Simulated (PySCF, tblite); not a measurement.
# H9NSSi4: geometry, infrared bands and NMR shifts

Aim: predict the infrared bands and NMR shifts of H9NSSi4 (`N[Si@@H]1[SiH2][Si@H]([SiH3])S1`).

The runs use tblite 0.8.0 and PySCF 2.14.0, with density-fitted response routines of our own; the level of theory stands in each step. All values are computed, except where a source is named. Atoms count from 0, in the outputs and in this text.

## Step 1: Starting geometry

15 atoms, charge 0, multiplicity 1; geometry from: force field or distance geometry start.

Bonds of the start (Å): N0–Si1 1.78, Si1–Si2 2.23, Si2–Si3 2.25, Si3–Si4 2.21, Si3–S5 2.16, S5–Si1 2.17, N0–H6 1.06, N0–H7 1.05, Si1–H8 1.47, Si2–H9 1.46, Si2–H10 1.46, Si3–H11 1.45, Si4–H12 1.46, Si4–H13 1.49, Si4–H14 1.47.

## Step 2: Geometry optimisation with GFN2-xTB

The job: settings as JSON, then the geometry in Å.

```
{"job": {"kind": "relax", "xc": "GFN2-xTB", "basis": "xTB"}, "charge": 0, "multiplicity": 1}
N      3.336500    -0.098200     0.337200
Si     1.797700    -0.302600    -0.532700
Si     0.288300     1.311800    -0.215200
Si    -1.091000    -0.399300    -0.684700
Si    -3.118500    -0.277600     0.178200
S      0.336700    -1.580200     0.432100
H      3.967200     0.454700    -0.302800
H      3.822900    -1.017100     0.465800
H      1.913100    -0.701500    -1.943100
H      0.361500     2.323800    -1.263400
H      0.179500     1.811100     1.152100
H     -1.002500    -0.737800    -2.095300
H     -3.496800    -1.577900     0.723700
H     -4.038600     0.007400    -0.953600
H     -3.260600     0.791400     1.174200
```

On the command line:

```sh
$ OMP_NUM_THREADS=1 python probes_run.py task.json out
```

One launch serves the whole session: the jobs run in the order shown.

**Question.** This job is followed by: GFN2-xTB harmonic vibrations, gas phase; GIAO PBE0/pcSseg-1 NMR shielding, non-relativistic, gas phase. What will the session give for the following? strongest single infrared mode (GFN2-xTB); zero-point energy (GFN2-xTB); 1H shifts against TMS (PBE0/pcSseg-1, means over atoms taken as alike); 15N shifts against NH3 (PBE0/pcSseg-1); 29Si shifts against TMS (PBE0/pcSseg-1); 33S shifts against CS2 (PBE0/pcSseg-1); surface potential, 1st and 99th percentile.

**Answer**, as computed:

| quantity | value |
| --- | --- |
| strongest single infrared mode (GFN2-xTB) | 771 cm⁻¹, 615 km/mol |
| zero-point energy (GFN2-xTB) | 52.8 kcal/mol |
| 1H shifts against TMS (PBE0/pcSseg-1, means over atoms taken as alike) | 6.36, 5.61, 4.48, 4.35, 3.73, 0.36 ppm |
| 15N shifts against NH3 (PBE0/pcSseg-1) | 26.3 ppm |
| 29Si shifts against TMS (PBE0/pcSseg-1) | 6.0, -42.1, -74.3, -106.0 ppm |
| 33S shifts against CS2 (PBE0/pcSseg-1) | -183 ppm |
| surface potential, 1st and 99th percentile | -1.12 V and 1.70 V |

In words: Relaxing lowered the energy by 1.016 eV in 118 steps; the close pair that moved most is Si3–Si4, from 2.207 to 2.317 Å. The lowest mode is imaginary (27i cm⁻¹), so the xTB geometry is not a minimum. The strongest single mode, at 771 cm⁻¹, has its largest shares on H12, H13 and H14 (the list is cut at 3 atoms). Unscaled tight-binding wavenumbers are off by several per cent, some by more. Its intensities can rank the bands wrongly. At PBE0/pcSseg-1: The largest span, 230 ppm, is at S5, where the paramagnetic term is -375 ppm. At PBE0/pcSseg-1, counted by nearest atom on the grid, the HOMO lies on S5 71 %, the LUMO on Si3 26 %; Si1, Si2 about 11 % each.
